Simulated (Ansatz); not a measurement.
**C5H14InN: small, medium and large basis sets**

Aim: see how fast density functionals converge with the basis set for C5H14InN.

Program: Ansatz 0.2.0, Gaussian basis. Level of theory: one geometry, several basis sets. These are calculated values, not measurements.

The runs, in order: PBE0-D4/def2-SVP; ωB97M-V/def2-SVP; PBE0-D4/def2-QZVPP; ωB97M-V/def2-QZVPP; the functionals' def2-TZVPP values are taken from earlier runs.

**1. The geometry**

The geometry comes from an earlier relaxation with PBE0-D4/def2-TZVP; it is a stationary point, not always the lowest conformer. In takes the def2 core potential; no spin-orbit term is included.

SMILES `C[CH2][In]([NH2])[CH](C)C`, 21 atoms, charge 0, spin multiplicity 1.

Atoms are counted from 1 here; the program's logs count them from 0.

Bond lengths: C1–C2 1.523 Å, C1–H8 1.093 Å, C1–H9 1.093 Å, C1–H10 1.096 Å, C2–In3 2.165 Å, C2–H11 1.094 Å, C2–H12 1.094 Å, In3–N4 2.025 Å, In3–C5 2.179 Å, N4–H13 1.007 Å, N4–H14 1.007 Å, C5–C6 1.521 Å, C5–C7 1.524 Å, C5–H15 1.096 Å, C6–H16 1.094 Å, C6–H17 1.098 Å, C6–H18 1.093 Å, C7–H19 1.093 Å and more. Angles: C2–C1–H8 111.9°, C2–C1–H9 111.9°, C2–C1–H10 111.8°, H8–C1–H9 106.9°, H8–C1–H10 107.0°, H9–C1–H10 107.0°, C1–C2–In3 115.3°, C1–C2–H11 110.7°, C1–C2–H12 110.9°, In3–C2–H11 106.6°, In3–C2–H12 106.8°, H11–C2–H12 105.9°, C2–In3–N4 114.8°, C2–In3–C5 132.1°, N4–In3–C5 113.1°, In3–N4–H13 124.3°, In3–N4–H14 125.0°, H13–N4–H14 110.7° and more.

**2. PBE0-D4 in def2-SVP**

in.yaml reads:

```yaml
crystal:
  periodic: [false, false, false]
  atoms:
    - {symbol: C, position_ang: [2.716775, -1.318832, 0.481498]}
    - {symbol: C, position_ang: [1.563293, -1.960543, -0.278600]}
    - {symbol: In, position_ang: [-0.264136, -0.801476, -0.339986]}
    - {symbol: N, position_ang: [-1.693307, -1.532195, -1.574549]}
    - {symbol: C, position_ang: [-0.861381, 1.038136, 0.663158]}
    - {symbol: C, position_ang: [-2.245342, 1.485341, 0.216808]}
    - {symbol: C, position_ang: [0.171917, 2.142865, 0.476977]}
    - {symbol: H, position_ang: [3.014318, -0.363663, 0.040373]}
    - {symbol: H, position_ang: [2.457247, -1.119599, 1.524831]}
    - {symbol: H, position_ang: [3.605881, -1.958882, 0.488794]}
    - {symbol: H, position_ang: [1.303904, -2.930235, 0.157271]}
    - {symbol: H, position_ang: [1.844132, -2.163388, -1.316198]}
    - {symbol: H, position_ang: [-2.595364, -1.107281, -1.712808]}
    - {symbol: H, position_ang: [-1.600466, -2.361894, -2.136795]}
    - {symbol: H, position_ang: [-0.902799, 0.784927, 1.728864]}
    - {symbol: H, position_ang: [-2.269506, 1.716186, -0.852795]}
    - {symbol: H, position_ang: [-2.555766, 2.395742, 0.746833]}
    - {symbol: H, position_ang: [-3.006755, 0.723344, 0.402552]}
    - {symbol: H, position_ang: [1.159653, 1.856440, 0.847819]}
    - {symbol: H, position_ang: [-0.127322, 3.054040, 1.011883]}
    - {symbol: H, position_ang: [0.285033, 2.420977, -0.575911]}
basis:
  gaussian: {orbitals: def2-SVP}
hamiltonian: {xc: pbe0, dispersion: d4}
output: {orbitals: {seedname: orbitals}}
```

Launch:

```console
ansatz run in.yaml --threads 2 --pin off --events-out ev --progress --plain --max-ram 32768MiB --backend cpu
```

The runs that follow: ωB97M-V in def2-SVP; PBE0-D4 in def2-QZVPP; ωB97M-V in def2-QZVPP.

Q: Predict the results of all the runs planned. Wanted: PBE0-D4: double and triple zeta above quadruple; ωB97M-V: double and triple zeta above quadruple.

The runs gave:

```
                                       quantity          value
PBE0-D4: double and triple zeta above quadruple  8.48, 0.46 eV
ωB97M-V: double and triple zeta above quadruple  8.94, 0.46 eV
```

In words: For PBE0-D4 the step from double to triple zeta gains 8.02 eV and the next only 0.46 eV. These are total energies; as a rule much of such shifts cancels in differences, which this series doesn't test. The LUMO of ωB97M-V is positive and keeps falling with the basis (1.28 to 0.67 eV): an unbound level that the basis holds in place.
